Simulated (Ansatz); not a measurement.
In3Ga:

```xyz
4
Lattice="-2.3257 2.3257 4.5006 2.3257 -2.3257 4.5006 2.3257 2.3257 -4.5006" Properties=species:S:1:pos:R:3 pbc="T T T"
In    0.0000    0.0000    4.5006
In    2.3257    0.0000    2.2503
In    0.0000    2.3257    2.2503
Ga    0.0000    0.0000    0.0000
```

The cell comes from a database or a generator and needn't be the stable form of this composition.

```yaml
Program: Ansatz 0.2.0
Task: relaxation of cell and atoms
Functional: BLYP
Dispersion: D3(BJ)-ATM
Potentials_or_basis: Ansatz PAW
Cutoff: "420 eV (not typed: the program's choice for these potentials)"
k_mesh: 8 × 8 × 8
Occupations: cold, width 0.01 eV
Spin: no spin polarisation
```

At the start: volume 24.34 Å³/atom.

**Question.** How do energy, volume and symmetry change on relaxing?

**Answer.** It ends after 5 steps and the volume is 25.01 Å³/atom (+2.8 %); space group I4/mmm (No. 139, to 0.05 Å).

The path:
| step | energy change (eV) | largest force (eV/Å) | volume (Å³) |
| --- | --- | --- | --- |
| 1 | 0.0000 | 0.0000 | 97.37 |
| 2 | -0.0291 | 0.0000 | 100.11 |
| 3 | -0.0295 | 0.0000 | 100.11 |
| 4 | -0.0296 | 0.0000 | 100.06 |
| 5 | -0.0295 | 0.0000 | 100.06 |

Final structure:
```cif
data_structure
_symmetry_space_group_name_H-M 'P 1'
_symmetry_Int_Tables_number 1
_cell_length_a 5.5559
_cell_length_b 5.5559
_cell_length_c 5.5559
_cell_angle_alpha 129.308
_cell_angle_beta 129.308
_cell_angle_gamma 74.516
_cell_volume 100.06
loop_
_atom_site_label
_atom_site_type_symbol
_atom_site_fract_x
_atom_site_fract_y
_atom_site_fract_z
_atom_site_occupancy
In1 In 0.50000 0.50000 0.00000 1
In2 In 0.25000 0.75000 0.50000 1
In3 In 0.75000 0.25000 0.50000 1
Ga1 Ga 0.00000 0.00000 0.00000 1
```

Caveat: the plane-wave basis is chosen anew once the cell has moved, so the energies of steps on either side of that aren't comparable; the PAW data sets come from PBE, with cores solved anew for the run's functional, which leaves a small shift of forces and pressure.
